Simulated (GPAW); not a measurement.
Ta3AsAu2O13: band structure with PBE

Crystal: Ta3AsAu2O13.

```
Ta As Au O
1.0
     5.24237    3.02668    4.14273
    -5.24237    3.02668    4.14273
     0.00000   -6.05337    4.14273
Ta As Au O
3 1 2 13
Direct
  0.23108 0.57229 0.23108
  0.23108 0.23108 0.57229
  0.57229 0.23108 0.23108
  0.55878 0.55878 0.55878
  0.96559 0.96559 0.96559
  0.75105 0.75105 0.75105
  0.40884 0.66762 0.40884
  0.40884 0.40884 0.66762
  0.66762 0.40884 0.40884
  0.49726 0.01313 0.36024
  0.36024 0.49726 0.01313
  0.01313 0.36024 0.49726
  0.36024 0.01313 0.49726
  0.01313 0.49726 0.36024
  0.49726 0.36024 0.01313
  0.10963 0.74806 0.10963
  0.10963 0.10963 0.74806
  0.74806 0.10963 0.10963
  0.30840 0.30840 0.30840
```

The cell was built by a generator and needn't be a form met in nature.

```yaml
Program: GPAW 26.7.0
Task: band structure
Functional: PBE
Potentials_or_basis: GPAW PAW data sets (gpaw-data 1.2.1)
Cutoff: 800 eV
Basis: pw
k_mesh: 4 × 4 × 4
Occupations: fermi-dirac, width 0.05 eV
Spin: spin-orbit coupling, no magnetisation
Ranks: 8
Maxiter: 150
Band_path: GPZQGFP1Q1LZ
Band_points: 80
spin_axis_theta_degrees: 0
spin_axis_phi_degrees: 0
Soc_after_scf: second variation
```

```
Pressure                : 0.8 GPa
Largest force           : 0.264 eV/Å
Band gap on the k mesh  : 0.89 eV, indirect (least direct gap 0.90 eV)
Band gap along the path : 0.89 eV, indirect (least direct gap 0.90 eV)
```

Forces in eV/Å, atoms in the order of the input:
```
Ta   0.139 -0.080  0.007
Ta   0.000  0.160  0.007
Ta  -0.139 -0.080  0.007
As   0.000  0.000  0.216
Au   0.000  0.000  0.120
Au   0.000  0.000  0.041
O   -0.226  0.131 -0.034
O    0.000 -0.262 -0.034
O    0.226  0.131 -0.034
O    0.037 -0.096 -0.033
O    0.065  0.080 -0.033
O   -0.102  0.016 -0.033
O    0.102  0.016 -0.033
O   -0.037 -0.096 -0.033
O   -0.065  0.080 -0.033
O   -0.102  0.059 -0.026
O    0.000 -0.117 -0.026
O    0.102  0.059 -0.026
O    0.000  0.000 -0.014
```

Stress tensor (GPa, compression positive):
```
0.81 0.00 0.00
0.00 0.81 0.00
0.00 0.00 0.68
```

Levels at the corners of the path, in eV from the valence-band top:
| point | band 142 | band 143 | band 144 | band 145 | band 146 | band 147 |
| --- | --- | --- | --- | --- | --- | --- |
| Γ | -0.27 | 0.00 | 0.00 | 0.92 | 0.92 | 2.70 |
| P | -0.25 | -0.01 | -0.01 | 0.89 | 0.89 | 2.70 |
| Z | -0.25 | -0.01 | -0.01 | 0.89 | 0.89 | 2.70 |
| Q | -0.25 | -0.01 | -0.01 | 0.89 | 0.89 | 2.70 |
| Γ | -0.27 | 0.00 | 0.00 | 0.92 | 0.92 | 2.70 |
| F | -0.33 | -0.06 | -0.06 | 0.99 | 0.99 | 2.60 |
| P1 | -0.25 | -0.01 | -0.01 | 0.89 | 0.89 | 2.70 |
| Q1 | -0.25 | -0.01 | -0.01 | 0.89 | 0.89 | 2.70 |
| L | -0.34 | -0.07 | -0.06 | 1.03 | 1.03 | 2.60 |
| Z | -0.25 | -0.01 | -0.01 | 0.89 | 0.89 | 2.70 |

Run time: 6.4 min on 8 MPI ranks on Intel(R) Xeon(R) 6975P-C (Granite Rapids), on a shared host, peak memory 1.6 GiB a rank.

Caveat: with this Au data set, volumes or pressures lay over 1.5 % or 2 GPa off other programs in two to four cells of ten; spin-orbit coupling was added after a scalar SCF, so levels and gaps hold it while energy, forces, pressure and moments don't; this program's spin-orbit splittings come out too wide for heavy elements. PBE gaps usually lie below the measured ones, often by a third to a half.
